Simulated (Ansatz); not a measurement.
# C8H18 (3,3-dimethylhexane): PBE/x2c-SVPall (sfX2C)

Aim: the vertical electron affinity of C8H18 (3,3-dimethylhexane) at PBE/x2c-SVPall (sfX2C), from 2 runs. 

The results are computed with Ansatz 0.2.0.

**1. The molecule**

The species is C8H18 (26 atoms), meant as a singlet with charge 0. As SMILES, `CCCC(C)(C)CC`. The shape is that of a PBE0-D4/def2-TZVP optimisation. This is a higher conformer, about 12 kJ/mol above the lowest found by a separate search.

Some bond lengths: C1–C2 1.521 Å, C2–C3 1.532 Å, C3–C4 1.538 Å, C4–C5 1.527 Å, C4–C6 1.526 Å, C4–C7 1.538 Å, C7–C8 1.520 Å, C1–H9 1.094 Å, C1–H10 1.091 Å, C1–H11 1.093 Å, C2–H12 1.094 Å, C2–H13 1.095 Å, C3–H14 1.098 Å, C3–H15 1.094 Å, C5–H16 1.093 Å, C5–H17 1.094 Å. Some angles: C1–C2–C3 114.3°, C2–C3–C4 117.1°, C3–C4–C5 110.2°, C3–C4–C6 111.4°, C3–C4–C7 109.3°, C5–C4–C6 108.6°, C5–C4–C7 110.0°, C6–C4–C7 107.2°, C4–C7–C8 116.9°, C1–C2–H12 108.2°.

**2. Energy and gradient at PBE/x2c-SVPall (sfX2C)**

File run.yaml:

```yaml
crystal:
  periodic: [false, false, false]
  atoms:
    - {symbol: C, position_ang: [2.697600, 1.276800, -0.066700]}
    - {symbol: C, position_ang: [1.614200, 0.786100, -1.015400]}
    - {symbol: C, position_ang: [0.751300, -0.349000, -0.454500]}
    - {symbol: C, position_ang: [-0.585800, 0.044400, 0.196200]}
    - {symbol: C, position_ang: [-1.551300, 0.575900, -0.861100]}
    - {symbol: C, position_ang: [-0.390100, 1.118800, 1.262600]}
    - {symbol: C, position_ang: [-1.193600, -1.184700, 0.893600]}
    - {symbol: C, position_ang: [-1.477500, -2.398300, 0.023600]}
    - {symbol: H, position_ang: [3.382500, 0.463700, 0.190200]}
    - {symbol: H, position_ang: [2.281800, 1.660500, 0.866700]}
    - {symbol: H, position_ang: [3.289400, 2.076300, -0.519800]}
    - {symbol: H, position_ang: [2.095800, 0.442700, -1.936000]}
    - {symbol: H, position_ang: [0.981000, 1.626800, -1.317000]}
    - {symbol: H, position_ang: [1.343300, -0.910500, 0.279800]}
    - {symbol: H, position_ang: [0.528600, -1.054200, -1.260400]}
    - {symbol: H, position_ang: [-1.175700, 1.494600, -1.318000]}
    - {symbol: H, position_ang: [-2.523200, 0.806900, -0.415200]}
    - {symbol: H, position_ang: [-1.711400, -0.147700, -1.663600]}
    - {symbol: H, position_ang: [0.301200, 0.784100, 2.041100]}
    - {symbol: H, position_ang: [-0.000100, 2.046200, 0.837100]}
    - {symbol: H, position_ang: [-1.344200, 1.354300, 1.743200]}
    - {symbol: H, position_ang: [-0.518200, -1.478900, 1.706000]}
    - {symbol: H, position_ang: [-2.125500, -0.868400, 1.377400]}
    - {symbol: H, position_ang: [-2.172000, -2.166500, -0.787200]}
    - {symbol: H, position_ang: [-0.567800, -2.805900, -0.422200]}
    - {symbol: H, position_ang: [-1.930300, -3.194100, 0.619700]}
basis:
  gaussian:
    orbitals: x2c-SVPall.json
hamiltonian:
  xc: {name: PBE}
output:
  forces: true
  orbitals: {seedname: orbitals}
```

The basis set x2c-SVPall is read from a file made from the Basis Set Exchange's data (not shown).

Run with:

```console
$ ansatz run run.yaml --threads 1 --pin off --max-ram 2610MiB --events-out events.jsonl --progress --plain --runs-dir runs
```

Output, shortened:

```text
Warning: RAYON_NUM_THREADS=1 ignored (pool sized by the plan → 1); use --threads N
Functional definition: PBE
  name "PBE"
[...]
2308 factors; their error is unknown
[...]
mean field -8574.86959288 eV, -315.1206452829 hartree, gradient 1.9e-5 eV, S^2 0.000000; 0 other end points of the search recorded, 0 dependent functions left out
[...]
reference -8574.86963422 eV, -315.1206468021 hartree; 33, 33 occupied and 169, 169 virtual orbitals, 2308 factors
Total energy: -8574.86963422 eV, -315.1206468021 hartree
Relativity: scalar
Atom 0 at     2.697600     1.276800    -0.066700 Å, force    -0.164635    -0.049555    -0.221577 eV/Å
Atom 1 at     1.614200     0.786100    -1.015400 Å, force     0.114198    -0.140972     0.305247 eV/Å
Atom 2 at     0.751300    -0.349000    -0.454500 Å, force    -0.018037     0.304962    -0.047487 eV/Å
Atom 3 at    -0.585800     0.044400     0.196200 Å, force    -0.007186     0.018806     0.037854 eV/Å
Atom 4 at    -1.551300     0.575900    -0.861100 Å, force     0.095889    -0.058870     0.134550 eV/Å
Atom 5 at    -0.390100     1.118800     1.262600 Å, force    -0.028293    -0.116054    -0.117297 eV/Å
Atom 6 at    -1.193600    -1.184700     0.893600 Å, force     0.007146    -0.122299    -0.303387 eV/Å
Atom 7 at    -1.477500    -2.398300     0.023600 Å, force     0.022772     0.187316     0.216945 eV/Å
Atom 8 at     3.382500     0.463700     0.190200 Å, force     0.362253    -0.386842     0.148629 eV/Å
Atom 9 at     2.281800     1.660500     0.866700 Å, force    -0.176852     0.202424     0.476203 eV/Å
Atom 10 at     3.289400     2.076300    -0.519800 Å, force     0.317010     0.403601    -0.199531 eV/Å
Atom 11 at     2.095800     0.442700    -1.936000 Å, force     0.231879    -0.149392    -0.476083 eV/Å
Atom 12 at     0.981000     1.626800    -1.317000 Å, force    -0.318184     0.416812    -0.194880 eV/Å
Atom 13 at     1.343300    -0.910500     0.279800 Å, force     0.284440    -0.296139     0.327581 eV/Å
Atom 14 at     0.528600    -1.054200    -1.260400 Å, force    -0.089634    -0.367181    -0.384526 eV/Å
Atom 15 at    -1.175700     1.494600    -1.318000 Å, force     0.170152     0.462515    -0.247357 eV/Å
Atom 16 at    -2.523200     0.806900    -0.415200 Å, force    -0.486950     0.126936     0.189681 eV/Å
Atom 17 at    -1.711400    -0.147700    -1.663600 Å, force    -0.105876    -0.346445    -0.418640 eV/Å
Atom 18 at     0.301200     0.784100     2.041100 Å, force     0.331560    -0.142107     0.405473 eV/Å
Atom 19 at    -0.000100     2.046200     0.837100 Å, force     0.181946     0.478503    -0.175819 eV/Å
Atom 20 at    -1.344200     1.354300     1.743200 Å, force    -0.452012     0.137277     0.256124 eV/Å
Atom 21 at    -0.518200    -1.478900     1.706000 Å, force     0.309098    -0.142617     0.415327 eV/Å
Atom 22 at    -2.125500    -0.868400     1.377400 Å, force    -0.446723     0.145103     0.261845 eV/Å
Atom 23 at    -2.172000    -2.166500    -0.787200 Å, force    -0.349990     0.088160    -0.419896 eV/Å
Atom 24 at    -0.567800    -2.805900    -0.422200 Å, force     0.444506    -0.233040    -0.239341 eV/Å
Atom 25 at    -1.930300    -3.194100     0.619700 Å, force    -0.228477    -0.420899     0.270362 eV/Å
Dipole moment:    -0.007269    -0.010458    -0.012410 e Å
```

It took 14 s on 1 thread of Arm Neoverse V1, shared host; peak memory 0.31 GiB.

**3. The doublet anion: energy and forces at UPBE/x2c-SVPall (sfX2C)**

File in.yaml:

```yaml
crystal:
  periodic: [false, false, false]
  atoms:
    - symbol: C
      position_ang: [2.697600, 1.276800, -0.066700]
    - symbol: C
      position_ang: [1.614200, 0.786100, -1.015400]
    - symbol: C
      position_ang: [0.751300, -0.349000, -0.454500]
    - symbol: C
      position_ang: [-0.585800, 0.044400, 0.196200]
    - symbol: C
      position_ang: [-1.551300, 0.575900, -0.861100]
    - symbol: C
      position_ang: [-0.390100, 1.118800, 1.262600]
    - symbol: C
      position_ang: [-1.193600, -1.184700, 0.893600]
    - symbol: C
      position_ang: [-1.477500, -2.398300, 0.023600]
    - symbol: H
      position_ang: [3.382500, 0.463700, 0.190200]
    - symbol: H
      position_ang: [2.281800, 1.660500, 0.866700]
    - symbol: H
      position_ang: [3.289400, 2.076300, -0.519800]
    - symbol: H
      position_ang: [2.095800, 0.442700, -1.936000]
    - symbol: H
      position_ang: [0.981000, 1.626800, -1.317000]
    - symbol: H
      position_ang: [1.343300, -0.910500, 0.279800]
    - symbol: H
      position_ang: [0.528600, -1.054200, -1.260400]
    - symbol: H
      position_ang: [-1.175700, 1.494600, -1.318000]
    - symbol: H
      position_ang: [-2.523200, 0.806900, -0.415200]
    - symbol: H
      position_ang: [-1.711400, -0.147700, -1.663600]
    - symbol: H
      position_ang: [0.301200, 0.784100, 2.041100]
    - symbol: H
      position_ang: [-0.000100, 2.046200, 0.837100]
    - symbol: H
      position_ang: [-1.344200, 1.354300, 1.743200]
    - symbol: H
      position_ang: [-0.518200, -1.478900, 1.706000]
    - symbol: H
      position_ang: [-2.125500, -0.868400, 1.377400]
    - symbol: H
      position_ang: [-2.172000, -2.166500, -0.787200]
    - symbol: H
      position_ang: [-0.567800, -2.805900, -0.422200]
    - symbol: H
      position_ang: [-1.930300, -3.194100, 0.619700]
basis:
  gaussian:
    orbitals: x2c-SVPall.json
output: {forces: true}
hamiltonian:
  xc: pbe
magnetization:
  spin_polarized: true
  initial_magnetization: 1
total_charge: -1
```

The basis set x2c-SVPall is read from a file made from the Basis Set Exchange's data (not shown).

Run with:

```console
$ ansatz run in.yaml --threads 1 --pin off --max-ram 2610MiB --events-out events.jsonl --progress --plain --runs-dir runs
```

Output, shortened:

```text
Warning: RAYON_NUM_THREADS=1 ignored (pool sized by the plan → 1); use --threads N
Functional definition: PBE
  name "PBE"
[...]
2308 factors; their error is unknown
[...]
mean field -8572.23725103 eV, -315.0239085043 hartree, gradient 4.5e-5 eV, S^2 0.750519; 3 other end points of the search recorded, 0 dependent functions left out
[...]
reference -8572.23731101 eV, -315.0239107083 hartree; 34, 33 occupied and 168, 169 virtual orbitals, 2308 factors
Total energy: -8572.23731101 eV, -315.0239107083 hartree
Relativity: scalar
Atom 0 at     2.697600     1.276800    -0.066700 Å, force    -0.296221    -0.198479    -0.157151 eV/Å
Atom 1 at     1.614200     0.786100    -1.015400 Å, force     0.039163    -0.140755     0.648277 eV/Å
Atom 2 at     0.751300    -0.349000    -0.454500 Å, force     0.018370     0.613026     0.170627 eV/Å
[...]
Atom 16 at    -2.523200     0.806900    -0.415200 Å, force    -0.732902     0.163562     0.370912 eV/Å
Atom 17 at    -1.711400    -0.147700    -1.663600 Å, force    -0.117157    -0.530046    -0.606912 eV/Å
Atom 18 at     0.301200     0.784100     2.041100 Å, force     0.529517    -0.265776     0.564869 eV/Å
Atom 19 at    -0.000100     2.046200     0.837100 Å, force     0.192153     0.576630    -0.228616 eV/Å
Atom 20 at    -1.344200     1.354300     1.743200 Å, force    -0.877974     0.190869     0.356635 eV/Å
Atom 21 at    -0.518200    -1.478900     1.706000 Å, force     0.472307    -0.215928     0.578063 eV/Å
Atom 22 at    -2.125500    -0.868400     1.377400 Å, force    -0.589944     0.207617     0.313474 eV/Å
Atom 23 at    -2.172000    -2.166500    -0.787200 Å, force    -0.397765     0.104268    -0.510411 eV/Å
Atom 24 at    -0.567800    -2.805900    -0.422200 Å, force     0.491191    -0.275794    -0.306933 eV/Å
Atom 25 at    -1.930300    -3.194100     0.619700 Å, force    -0.388642    -0.709393     0.570443 eV/Å
Dipole moment:     0.070378    -0.020880     0.009032 e Å
```

Run time: 34 s. Hardware: 1 thread of Arm Neoverse V1, shared host; peak memory 0.45 GiB.

**4. Summary of results**

At PBE/x2c-SVPall (sfX2C):

```
                                         quantity          value
              run 1, PBE/x2c-SVPall: total energy  -315.12065 Eh
             run 1, PBE/x2c-SVPall: dipole moment         0.09 D
               run 1, PBE/x2c-SVPall: HOMO energy       -6.95 eV
               run 1, PBE/x2c-SVPall: LUMO energy        0.82 eV
             run 1, PBE/x2c-SVPall: HOMO–LUMO gap        7.78 eV
  run 1, PBE/x2c-SVPall: largest force on an atom     0.559 eV/Å
                      doublet anion: total energy  -315.02391 Eh
                              doublet anion: ⟨S²⟩          0.751
          doublet anion: largest force on an atom     0.994 eV/Å
vertical electron affinity (to the doublet anion)      -2.632 eV
```

What this shows: The anion lies 2.63 eV (254 kJ/mol) above the neutral: the electron isn't bound at this level, and such a value depends on the basis. Without diffuse functions anions come out too high. The largest force (run 1, PBE/x2c-SVPall) is 0.56 eV/Å: the shape isn't a stationary point for this species at this level. Mulliken charges (run 1, PBE/x2c-SVPall) run from -0.35 on C4 to +0.07 on C6; they depend strongly on the basis.
